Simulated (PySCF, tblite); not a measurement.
# C₃H₁₀BClSi₂: geometry, infrared bands and NMR shifts

Wanted: the infrared bands and NMR shifts of C₃H₁₀BClSi₂ (`ClB[C@@H]1CC[SiH2][SiH2]1`), by calculation.

Programs: tblite 0.8.0 and PySCF 2.14.0, with density-fitted response routines of our own. Each step states its level of theory. These are calculated values for one molecule in the gas phase, unless marked as measured. Atoms are numbered from 0 throughout.

## Step 1: The starting structure

17 atoms, charge 0, multiplicity 1; geometry from: force field or distance geometry start.

Bonds of the start (Å): Cl0–B1 1.87, B1–C2 1.55, C2–C3 1.51, C3–C4 1.53, C4–Si5 1.89, Si5–Si6 2.26, Si6–C2 1.89, B1–H7 1.19, C2–H8 1.12, C3–H9 1.10, C3–H10 1.11, C4–H11 1.12, C4–H12 1.11, Si5–H13 1.45, Si5–H14 1.45, Si6–H15 1.47, Si6–H16 1.45.

## Step 2: Relaxing the molecule with GFN2-xTB

The job: settings as JSON, then the geometry in Å.

```
{"job": {"kind": "relax", "xc": "GFN2-xTB", "basis": "xTB"}, "charge": 0, "multiplicity": 1}
Cl     3.069800    -1.743900     1.557600
B      2.350800    -0.403500     0.470700
C      0.803800    -0.282100     0.489800
C      0.117000    -0.817900    -0.746200
C     -1.379400    -0.909300    -0.445000
Si    -1.881000     0.892700    -0.187500
Si     0.206800     1.513900     0.429700
H      3.092400     0.257400    -0.176200
H      0.329400    -0.763300     1.381400
H      0.527900    -1.783400    -1.088100
H      0.251800    -0.076300    -1.558400
H     -1.934100    -1.355800    -1.304900
H     -1.521700    -1.504700     0.480200
H     -2.802100     1.014500     0.931500
H     -2.311300     1.552000    -1.406500
H      0.194200     2.134400     1.760000
H      0.878800     2.287400    -0.597700
```

Run with:

```bash
$ OMP_NUM_THREADS=1 python probes_run.py task.json out
```

The driver reads the jobs from task.json and runs them one after another.

**Question.** This job is followed by: GFN2-xTB harmonic vibrations, gas phase; GIAO PBE0/pcSseg-1 NMR shielding, non-relativistic, gas phase. Predict these results of the whole session: strongest single infrared mode (GFN2-xTB); zero-point energy (GFN2-xTB); 13C shifts against TMS (PBE0/pcSseg-1); 1H shifts against TMS (PBE0/pcSseg-1); 35Cl shifts against HCl (PBE0/pcSseg-1); 11B shifts against BF3·OEt2 (PBE0/pcSseg-1); 29Si shifts against TMS (PBE0/pcSseg-1); surface potential, 1st and 99th percentile.

**Answer**, as computed:

```
                                   quantity                                                           value
  strongest single infrared mode (GFN2-xTB)                                           2202 cm⁻¹, 459 km/mol
               zero-point energy (GFN2-xTB)                                                   74.4 kcal/mol
     13C shifts against TMS (PBE0/pcSseg-1)                                            45.2, 32.0, 16.5 ppm
      1H shifts against TMS (PBE0/pcSseg-1)  6.77, 3.95, 3.82, 3.81, 3.65, 2.64, 1.64, 1.61, 1.45, 0.83 ppm
    35Cl shifts against HCl (PBE0/pcSseg-1)                                                         261 ppm
11B shifts against BF3·OEt2 (PBE0/pcSseg-1)                                                        67.5 ppm
    29Si shifts against TMS (PBE0/pcSseg-1)                                                -71.6, -72.4 ppm
      surface potential, 1st and 99th percentile                                              -0.57 V and 1.07 V
```

**Reading.** Over 118 steps the energy fell by 0.797 eV; of the close pairs, Cl0–B1 changed most, 1.869 to 1.712 Å. No mode is imaginary among the 45: a minimum at this level. The strongest single mode, at 2202 cm⁻¹, moves mainly H14. Unscaled tight-binding wavenumbers are off by several per cent, some by more. Its intensities can rank the bands wrongly. At PBE0/pcSseg-1: The largest span, 654 ppm, is at Cl0, where the paramagnetic term is -459 ppm. By nearest atom (PBE0/pcSseg-1), the HOMO sits on C2 18 %; Si5, Si6 about 17 % each and the LUMO on B1 46 %; H7 12 %.
